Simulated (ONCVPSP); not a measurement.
# Er: the cost of one run

The numbers are computed with ONCVPSP 4.0.1 (PBE, scalar-relativistic, spin-unpolarised reference atom).

**1. Starting point**

The settings as typed:

| Property | Result |
| --- | --- |
| element | erbium (Er, Z = 68) |
| type | optimised norm-conserving Vanderbilt (ONCV) |
| frozen core | [Kr] 4d10 |
| valence charge | 22 |
| reference configuration | 4f11 5s2 5p6 (charge +3) |
| partial waves | 5s: rc 1.85 bohr, ncon 5, nbas 8, qcut 5.4 1/bohr, 3 projectors, debl 3.1 Ha; 5p: rc 1.35 bohr, ncon 4, nbas 7, qcut 6 1/bohr, 1 projector; d scattering state at 0.02 Ha: rc 1.80 bohr, ncon 4, nbas 9, qcut 4.5 1/bohr, 2 projectors, debl 0.8 Ha; 4f: rc 1.30 bohr, ncon 4, nbas 9, qcut 12.5 1/bohr, 2 projectors, debl 3.3 Ha |
| local potential | polynomial inside 1.05 bohr (lpopt 5, dvloc0 0 Ha) |
| core correction | Teter function, fcfact 2.25, rcfact 1.7 |

The outer shells as boxes (Hund's rule for the drawing; the calculation is spin-unpolarised):

```
[Kr] core
4d [↑↓][↑↓][↑↓][↑↓][↑↓]
4f [↑↓][↑↓][↑↓][↑↓][↑ ][↑ ][↑ ]
5s [↑↓]
5p [↑↓][↑↓][↑↓]
```

**2. Generation**

Er.dat

```
# ATOM AND REFERENCE CONFIGURATION
# atsym  z   nc   nv     iexc    psfile
  Er 68.00    9    3        4      upf
#
#   n    l    f
    1    0    2.00
    2    0    2.00
    2    1    6.00
    3    0    2.00
    3    1    6.00
    3    2   10.00
    4    0    2.00
    4    1    6.00
    4    2   10.00
    4    3   11.00
    5    0    2.00
    5    1    6.00
#
# PSEUDOPOTENTIAL AND OPTIMIZATION
# lmax
    3
#
#   l,   rc,      ep,       ncon, nbas, qcut
    0    1.85    0.00    5    8    5.40
    1    1.35    0.00    4    7    6.00
    2    1.80    0.02    4    9    4.50
    3    1.30    0.00    4    9   12.50
#
# LOCAL POTENTIAL
# lloc, lpopt,  rc(5),   dvloc0
    4    5    1.05    0.00
#
# VANDERBILT-KLEINMAN-BYLANDER PROJECTORs
# l, nproj, debl
    0    3    3.10
    1    1    3.30
    2    2    0.80
    3    2    3.30
#
# MODEL CORE CHARGE
# icmod, fcfact, rcfact
    3    2.25    1.70
#
# LOG DERIVATIVE ANALYSIS
# epsh1, epsh2, depsh
   -5.00    5.00    0.04
#
# OUTPUT GRID
# rlmax, drl
    6.00    0.01
#
# TEST CONFIGURATIONS
# ncnf
    4
# nvcnf
#   n    l    f
    4
    4    3   12.00
    5    0    2.00
    5    1    6.00
    6    0    2.00
#
    4
    4    3   12.00
    5    0    2.00
    5    1    6.00
    6    0    1.00
#
    3
    4    3   12.00
    5    0    2.00
    5    1    6.00
#
    4
    4    3   12.00
    5    0    2.00
    5    1    5.00
    6    0    2.00
#
```

On the command line:

```sh
oncvpsp.x < Er.dat > Er.out
```

**Question.** How long does this run take on 1 thread of Intel Xeon 6975P-C, shared host?

About 6.9 s.
